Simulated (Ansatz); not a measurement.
**F2GeH2: molecular dynamics**

Aim: follow the molecule's vibrations and see whether its bonds hold. The start is relaxed first. Runs: 40 steps of 2 fs at constant energy, with velocities drawn for 300 K. SMILES of the start: [F][GeH2][F].

Program: Ansatz 0.2.0. Level of theory: RKS BHLYP/def2-SVP. These are calculated values, not measurements.

### 1 The starting structure

Bond lengths: Ge1–H2 1.550 Å, Ge1–H3 1.550 Å, Ge1–F4 1.679 Å, Ge1–F5 1.679 Å. Angles: H2–Ge1–H3 109.5°, H2–Ge1–F4 109.5°, H2–Ge1–F5 109.5°, H3–Ge1–F4 109.5°, H3–Ge1–F5 109.5°, F4–Ge1–F5 109.5°.

Coordinates:

```xyz
5

Ge    0.0000    0.0000    0.0000
H     0.0000    0.0000    1.5500
H     1.4616    0.0000   -0.5162
F    -0.7913    1.3709   -0.5594
F    -0.7913   -1.3709   -0.5594
```

### 2 Relaxing the start

File input.yaml:

```yaml
crystal:
  periodic: [false, false, false]
  atoms:
    - { symbol: Ge, position_ang: [0.0, 0.0, 0.0] }
    - { symbol: H, position_ang: [0.0, 0.0, 1.55] }
    - { symbol: H, position_ang: [1.4616, 0.0, -0.5162] }
    - { symbol: F, position_ang: [-0.7913, 1.3709, -0.5594] }
    - { symbol: F, position_ang: [-0.7913, -1.3709, -0.5594] }
basis:
  gaussian: { orbitals: def2-SVP }
hamiltonian:
  xc: { name: BHLYP }
relax:
  f_tol: 0.02
  max_steps: 40
```

Launch:

```sh
ansatz run input.yaml --threads 1 --pin off --max-ram 2048MiB --backend cpu --events-out ev --progress --plain --runs-dir out
```

Standard output, cut to the lines that bear on the results:

```text
Warning: RAYON_NUM_THREADS=1 ignored (pool sized by the plan → 1); use --threads N
[...]
Functional definition: BHLYP
[...]
726 factors; integrals over basis functions are off by at most 3.8e-4 eV
[...]
mean field -61972.09670726 eV, -2277.4325477959 hartree, gradient 4.1e-5 eV, S^2 0.000000; 0 other end points of the search recorded, 0 dependent functions left out
[...]
reference -61972.09683810 eV, -2277.4325526043 hartree; 26, 26 occupied and 44, 44 virtual orbitals, 726 factors
relax step   1: F+E_penalty+E_count = -61972.09670726 eV  Δ(F+E_penalty+E_count) = +0.000e0 eV  max|allowed force component| = 2.428e0 eV/Å  Δτ_max = 0.0000 Å  (24 SCF iters, accepted)
[...]
relax step   4: F+E_penalty+E_count = -61972.21861722 eV  Δ(F+E_penalty+E_count) = -4.589e-4 eV  max|allowed force component| = 2.149e-2 eV/Å  Δτ_max = 0.0060 Å  (24 SCF iters, accepted)
[...]
relax step   5: F+E_penalty+E_count = -61972.21870120 eV  Δ(F+E_penalty+E_count) = -8.398e-5 eV  max|allowed force component| = 2.103e-3 eV/Å  Δτ_max = 0.0037 Å  (24 SCF iters, accepted)
726 factors; integrals over basis functions are off by at most 4.0e-4 eV
mean field -61972.21870120 eV, -2277.4370309906 hartree, gradient 1.7e-5 eV, S^2 0.000000; 1 other end points of the search recorded, 0 dependent functions left out
[...]
reference -61972.21882986 eV, -2277.4370357185 hartree; 26, 26 occupied and 44, 44 virtual orbitals, 726 factors
Total energy: -61972.21882986 eV, -2277.4370357185 hartree
Atom 0 at     0.065882    -0.000000     0.046705 Å, force     0.000995    -0.000000     0.000792 eV/Å
Atom 1 at    -0.059596    -0.000000     1.559564 Å, force     0.000298     0.000000    -0.001970 eV/Å
Atom 2 at     1.450515     0.000000    -0.575614 Å, force    -0.001793    -0.000000     0.000904 eV/Å
Atom 3 at    -0.788901     1.361991    -0.557827 Å, force     0.000250    -0.002103     0.000137 eV/Å
Atom 4 at    -0.788901    -1.361991    -0.557827 Å, force     0.000250     0.002103     0.000137 eV/Å
Dipole moment:     0.464407    -0.000000     0.328436 e Å
```

Run time: 12 s. Hardware: 1 thread of Arm Neoverse V1, shared host; peak memory 0.13 GiB.

The steps of the relaxation:

| step | energy from step 1 (eV) | largest force component (eV/Å) |
| --- | --- | --- |
| 1 | 0.0000 | 2.4278 |
| 2 | -0.1016 | 0.8232 |
| 3 | -0.1215 | 0.0504 |
| 4 | -0.1219 | 0.0215 |
| 5 | -0.1220 | 0.0021 |

Step 1 is the start.

After: Bond lengths: Ge1–H2 1.518 Å, Ge1–H3 1.518 Å, Ge1–F4 1.718 Å, Ge1–F5 1.718 Å. Angles: H2–Ge1–H3 118.9°, H2–Ge1–F4 108.0°, H2–Ge1–F5 108.0°, H3–Ge1–F4 108.0°, H3–Ge1–F5 108.0°, F4–Ge1–F5 104.9°.

### 3 Dynamics

40 steps of 2 fs at constant energy, with velocities drawn for 300 K, from the relaxed start.

File input.yaml:

```yaml
crystal:
  periodic: [false, false, false]
  atoms:
    - { symbol: Ge, position_ang: [0.065882, 0.0, 0.046705] }
    - { symbol: H, position_ang: [-0.059596, 0.0, 1.559564] }
    - { symbol: H, position_ang: [1.450515, 0.0, -0.575614] }
    - { symbol: F, position_ang: [-0.788901, 1.361991, -0.557827] }
    - { symbol: F, position_ang: [-0.788901, -1.361991, -0.557827] }
basis:
  gaussian: { orbitals: def2-SVP }
hamiltonian:
  xc: { name: BHLYP }
md:
  timestep: 2.0
  n_steps: 40
  ensemble: nve
  temperature: 300.0
  initial_velocities: maxwell_boltzmann
  seed: 714543
```

Launch:

```sh
ansatz run input.yaml --threads 1 --pin off --max-ram 2048MiB --backend cpu --events-out ev --progress --plain --runs-dir out
```

Standard output, cut to the lines that bear on the results:

```text
Warning: RAYON_NUM_THREADS=1 ignored (pool sized by the plan → 1); use --threads N
[...]
[... 1 set-up line as earlier in the session ...]
[...]
728 factors; integrals over basis functions are off by at most 3.1e-4 eV
[...]
mean field -61972.21870241 eV, -2277.4370310348 hartree, gradient 4.6e-5 eV, S^2 0.000000; 0 other end points of the search recorded, 0 dependent functions left out
[...]
reference -61972.21883106 eV, -2277.4370357628 hartree; 26, 26 occupied and 44, 44 virtual orbitals, 728 factors
md step     0: t =     0.00 fs  T =   300.0 K  F+E_penalty+E_count = -61972.21870241 eV  E_kin = 0.116334 eV  conserved = -61972.10236841 eV  (24 SCF iters)
[...]
md step    10: t =    20.00 fs  T =   227.8 K  F+E_penalty+E_count = -61972.18727656 eV  E_kin = 0.088334 eV  conserved = -61972.09894248 eV  (32 SCF iters)
[...]
md step    30: t =    60.00 fs  T =   104.1 K  F+E_penalty+E_count = -61972.13269464 eV  E_kin = 0.040367 eV  conserved = -61972.09232714 eV  (31 SCF iters)
[...]
md step    39: t =    78.00 fs  T =   223.2 K  F+E_penalty+E_count = -61972.18731464 eV  E_kin = 0.086569 eV  conserved = -61972.10074610 eV  (30 SCF iters)
[...]
md step    40: t =    80.00 fs  T =   132.1 K  F+E_penalty+E_count = -61972.14686409 eV  E_kin = 0.051211 eV  conserved = -61972.09565296 eV  (24 SCF iters)
Total energy: -61972.14699367 eV, -2277.4343957876 hartree
Atom 0 at     0.063825    -0.001998     0.046429 Å, force     1.505100     0.341291    -0.395167 eV/Å
Atom 1 at     0.033823     0.004029     1.529210 Å, force    -0.300896    -0.008674     0.771724 eV/Å
Atom 2 at     1.535961     0.004340    -0.485170 Å, force    -0.811263    -0.013756    -0.032349 eV/Å
Atom 3 at    -0.791980     1.345421    -0.560197 Å, force    -0.099767     0.238241    -0.103575 eV/Å
Atom 4 at    -0.787447    -1.338229    -0.557590 Å, force    -0.293174    -0.557102    -0.240633 eV/Å
Dipole moment:     0.412421    -0.012300     0.314082 e Å
```

Wall time 89 s (1 thread of Arm Neoverse V1, shared host); peak memory 0.13 GiB.

### 4 The trajectory

One step in 3; energies are changes from step 0:

| time (fs) | T (K) | potential energy change (meV/atom) | total energy change (meV/atom) |
| --- | --- | --- | --- |
| 0.0 | 300 | 0.0 | 0.00 |
| 6.0 | 155 | 12.0 | 0.80 |
| 12.0 | 67 | 19.7 | 1.58 |
| 18.0 | 150 | 13.5 | 1.83 |
| 24.0 | 123 | 15.5 | 1.78 |
| 30.0 | 106 | 16.3 | 1.25 |
| 36.0 | 214 | 7.0 | 0.30 |
| 42.0 | 192 | 8.6 | 0.23 |
| 48.0 | 115 | 15.4 | 1.10 |
| 54.0 | 172 | 11.6 | 1.66 |
| 60.0 | 104 | 17.2 | 2.01 |
| 66.0 | 76 | 19.0 | 1.64 |
| 72.0 | 199 | 8.7 | 0.81 |
| 78.0 | 223 | 6.3 | 0.32 |
| 80.0 | 132 | 14.4 | 1.34 |

time (fs), T (K) and a bar:
```
      0.0        300 ##############################
      4.0        141 ############
      6.0        155 ##############
     10.0         29 
     14.0        173 ################
     18.0        150 #############
     20.0        228 ######################
     24.0        123 ##########
     28.0        166 ###############
     32.0         67 ####
     34.0        161 ###############
     38.0        147 #############
     42.0        192 ##################
     46.0         52 ###
     48.0        115 ##########
     52.0        148 #############
     56.0        254 #########################
     60.0        104 ########
     62.0        131 ###########
     66.0         76 #####
     70.0        201 ###################
     74.0        146 #############
     76.0        194 ##################
     80.0        132 ###########
```

### 5 Positions and forces

Extended XYZ, with forces in eV/Å:

```xyz
5
time_fs=10.0 T=29 dE=0.1150
Ge    0.067    0.002    0.043    0.260   -0.306   -1.055
H    -0.032    0.004    1.510   -0.307   -0.013    1.060
H     1.565    0.006   -0.407   -0.866   -0.015   -0.214
F    -0.793    1.383   -0.553    0.348   -0.497    0.027
F    -0.799   -1.392   -0.557    0.566    0.830    0.181
5
time_fs=20.0 T=228 dE=0.0314
Ge    0.064    0.001    0.041   -0.774   -0.144    0.877
H    -0.170   -0.002    1.581    0.288    0.004   -0.674
H     1.449    0.000   -0.548    0.212    0.000   -0.077
F    -0.781    1.382   -0.547    0.095   -0.171   -0.091
F    -0.784   -1.386   -0.548    0.180    0.311   -0.035
5
time_fs=30.0 T=106 dE=0.0813
Ge    0.056   -0.002    0.041   -0.215    0.326    1.173
H    -0.150   -0.005    1.584    0.345    0.015   -0.676
H     1.347   -0.005   -0.687    0.823    0.015   -0.027
F    -0.766    1.374   -0.545   -0.362    0.346   -0.155
F    -0.761   -1.366   -0.542   -0.590   -0.701   -0.315
5
time_fs=40.0 T=142 dE=0.0690
Ge    0.052   -0.001    0.044    1.510    0.189   -1.276
H     0.073    0.003    1.513   -0.271   -0.005    1.054
H     1.458    0.002   -0.628   -0.603   -0.006    0.245
F    -0.766    1.380   -0.551   -0.267    0.048    0.024
F    -0.764   -1.375   -0.550   -0.370   -0.226   -0.047
5
time_fs=50.0 T=179 dE=0.0493
Ge    0.060    0.002    0.046    0.398   -0.254   -0.362
H     0.073    0.005    1.567   -0.352   -0.014   -0.020
H     1.486    0.004   -0.535   -0.417   -0.013   -0.087
F    -0.779    1.387   -0.556    0.094   -0.406    0.169
F    -0.784   -1.394   -0.559    0.277    0.688    0.300
5
time_fs=60.0 T=104 dE=0.0860
Ge    0.070    0.002    0.045   -1.879   -0.272    1.099
H    -0.214   -0.004    1.596    0.477    0.012   -0.960
H     1.401   -0.003   -0.584    0.893    0.005   -0.236
F    -0.789    1.377   -0.553    0.179   -0.222   -0.004
F    -0.793   -1.383   -0.556    0.330    0.477    0.101
5
time_fs=70.0 T=201 dE=0.0393
Ge    0.068   -0.001    0.044   -0.062    0.186   -0.014
H    -0.219   -0.005    1.517    0.301    0.014    0.407
H     1.456   -0.004   -0.580   -0.066    0.013    0.164
F    -0.790    1.357   -0.552   -0.014    0.220   -0.225
F    -0.787   -1.352   -0.550   -0.159   -0.433   -0.331
5
time_fs=80.0 T=132 dE=0.0718
Ge    0.064   -0.002    0.046    1.505    0.341   -0.395
H     0.034    0.004    1.529   -0.301   -0.009    0.772
H     1.536    0.004   -0.485   -0.811   -0.014   -0.032
F    -0.792    1.345   -0.560   -0.100    0.238   -0.104
F    -0.787   -1.338   -0.558   -0.293   -0.557   -0.241
```

### 6 Outcome

| quantity | value |
| --- | --- |
| relaxation of the start | 4 moves, 0.122 eV lower |
| length | 40 steps of 2 fs |
| temperature, first and last step | 300 and 132 K |
| temperature, second half | mean 153 K, from 52 to 254 K |
| potential energy, second half | +12 meV/atom from the start |
| largest change of the total energy | 2.06 meV/atom |
| bonds formed or broken | 0 |

The temperature starts at 300 K and averages 153 K in the second half, where it ranges from 52 to 254 K. About half is expected from a start at a minimum: kinetic energy passes into potential energy until both shares match. The total energy strays from its start by at most 2.06 meV/atom, 17 % of the mean kinetic energy, which is poor: the step of 2 fs is too long for the fastest motion. The bonding pattern survives the run. 80 fs on 5 atoms is far too short and small for converged averages. The nuclei move classically, without zero-point motion, which matters most for hydrogen.
